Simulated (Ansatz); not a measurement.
# Si2H5O2 radical: a ladder of functionals and wavefunction methods

One table from this session's results is given with a row withheld; the runs are named, their logs left out.

Method: functionals in def2-TZVPP, the program's frozen cores in correlated methods; program: Ansatz 0.2.0, Gaussian basis.

Plan: LDA (SPW92), PBE-D4, revPBE-D4, BLYP-D4, r2SCAN-D4, B97M-V, PBE0-D4, B3LYP-D4, r2SCANh-D4, r2SCAN0-D4, HSE06-D4, BHLYP-D4, CAM-B3LYP-D4, LC-ωPBE, ωB97X-V, ωB97M-V, B2PLYP, PBE-QIDH; CCSD(T)/def2-SVP; CCSD(T)/def2-TZVPP; MP2/def2-QZVPP; extrapolation to the limit; RPA on PBE.

## The relaxed structure

An earlier PBE0-D4 in a triple-zeta def2 set relaxation fixed the geometry.

9 atoms, charge 0, spin multiplicity 2.

Atoms are counted from 1 here; the program's logs count them from 0.

Bond lengths: O1–Si2 1.642 Å, O1–H5 0.959 Å, Si2–O3 1.636 Å, Si2–H6 1.492 Å, O3–Si4 1.637 Å, Si4–H7 1.485 Å, Si4–H8 1.486 Å, Si4–H9 1.483 Å. Angles: Si2–O1–H5 118.3°, O1–Si2–O3 110.4°, O1–Si2–H6 104.3°, O3–Si2–H6 109.5°, Si2–O3–Si4 149.1°, O3–Si4–H7 109.9°, O3–Si4–H8 110.2°, O3–Si4–H9 108.4°, H7–Si4–H8 109.2°, H7–Si4–H9 109.6°, H8–Si4–H9 109.5°.

The first run:

in.yaml

```yaml
crystal:
  periodic: [false, false, false]
  atoms:
    - {symbol: O, position_ang: [-1.761044, 0.464298, 1.903635]}
    - {symbol: Si, position_ang: [-0.180827, 0.351820, 1.472143]}
    - {symbol: O, position_ang: [-0.044555, 0.114955, -0.140467]}
    - {symbol: Si, position_ang: [0.814172, -0.464126, -1.407909]}
    - {symbol: H, position_ang: [-2.337959, -0.276858, 1.711816]}
    - {symbol: H, position_ang: [0.394745, 1.681220, 1.830226]}
    - {symbol: H, position_ang: [1.762715, 0.571252, -1.890164]}
    - {symbol: H, position_ang: [1.574951, -1.674866, -1.002735]}
    - {symbol: H, position_ang: [-0.133698, -0.814094, -2.493745]}
basis:
  gaussian: {orbitals: def2-TZVPP}
magnetization: {spin_polarized: true, initial_magnetization: 1}
hamiltonian: {xc: lda}
output: {orbitals: {seedname: orbitals}}
```

Run with:

```console
$ ansatz run in.yaml --threads 2 --pin off --events-out ev --progress --plain --max-ram 22528MiB --backend cpu
```

Among the steps run: LDA; PBE-D4 (GGA); revPBE-D4 (GGA); BLYP-D4 (GGA); r2SCAN-D4 (meta-GGA); B97M-V (meta-GGA); PBE0-D4 (hybrid); B3LYP-D4 (hybrid); r2SCANh-D4 (hybrid); r2SCAN0-D4 (hybrid); HSE06-D4 (hybrid); BHLYP-D4 (hybrid); CAM-B3LYP-D4 (range-separated); LC-ωPBE (range-separated); ωB97X-V (range-separated); ωB97M-V (range-separated); B2PLYP (double hybrid); PBE-QIDH (double hybrid).

One table of the session follows, with a row left open; its other results are not shown here.

It belongs to the step «Orbital energies across the functionals». 

| functional | HOMO (eV) | LUMO (eV) | gap (eV) |
| --- | --- | --- | --- |
| LDA (SPW92) | -4.57 | -3.31 | 1.26 |
| PBE-D4 | -4.61 | -2.87 | 1.74 |
| revPBE-D4 | -4.59 | -2.72 | 1.88 |
| BLYP-D4 | -4.43 | -2.94 | 1.50 |
| r2SCAN-D4 | -4.97 | -2.38 | 2.59 |
| B97M-V | -4.70 | -3.13 | 1.57 |
| PBE0-D4 | -5.83 | -1.93 | 3.90 |
| B3LYP-D4 | -5.56 | -2.37 | 3.19 |
| r2SCANh-D4 | -5.42 | -2.08 | 3.34 |
| r2SCAN0-D4 | -6.09 | -1.63 | 4.46 |
| HSE06-D4 | ? | ? | ? |
| BHLYP-D4 | -6.90 | -1.17 | 5.73 |
| CAM-B3LYP-D4 | -7.09 | -1.08 | 6.01 |
| LC-ωPBE | -8.52 | 0.41 | 8.93 |
| ωB97X-V | -8.02 | -0.20 | 7.82 |
| ωB97M-V | -7.62 | -0.37 | 7.26 |

Q: Estimate the row for HSE06-D4 from the others.

**Answer.** HOMO (eV): -5.43; LUMO (eV): -2.31; gap (eV): 3.12. In the column «HOMO (eV)» it lies between B3LYP-D4 (-5.56) and r2SCANh-D4 (-5.42).
